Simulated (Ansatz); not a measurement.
The system is Na3Cl2.

```xyz
5
Lattice="1.7600 -10.1703 0.0000 1.7600 10.1703 0.0000 0.0000 0.0000 3.5276" Properties=species:S:1:pos:R:3 pbc="T T T"
Cl    1.7600    8.4088    1.7638
Cl    1.7600   -8.4088    1.7638
Na    1.7600   -3.4373    0.0000
Na    1.7600    3.4373    0.0000
Na    1.7600    0.0000    0.0000
```

The cell comes from a database or a generator and needn't be the stable form of this composition.

Base run:

| Item | Value |
| --- | --- |
| Program | Ansatz 0.2.0 |
| Functional | RPBE |
| Potentials or basis | Ansatz PAW |
| Cutoff | 420 eV (not typed: the program's choice for these potentials) |
| k mesh | 8 × 8 × 8 |
| Occupations | fermi-dirac, width 0.05 eV |
| Spin | no spin polarisation |

Its results: band gap on the k mesh none (metal or under the smearing width); pressure 1.4 GPa; largest force 0.058 eV/Å.

Question: The run is repeated on the same cell with these changes: functional from RPBE to LDA. What comes out?

Answer: Band gap on the k mesh none (metal or under the smearing width); pressure -2.2 GPa; largest force 0.133 eV/Å.

LDA binds more tightly than RPBE, so the same cell stands under less pressure.

Caveats: an odd number of electrons without spin polarisation forces a metal; a magnetic or distorted state may lie lower; the PAW data sets come from PBE, with cores solved anew for the run's functional, which leaves a small shift of forces and pressure.
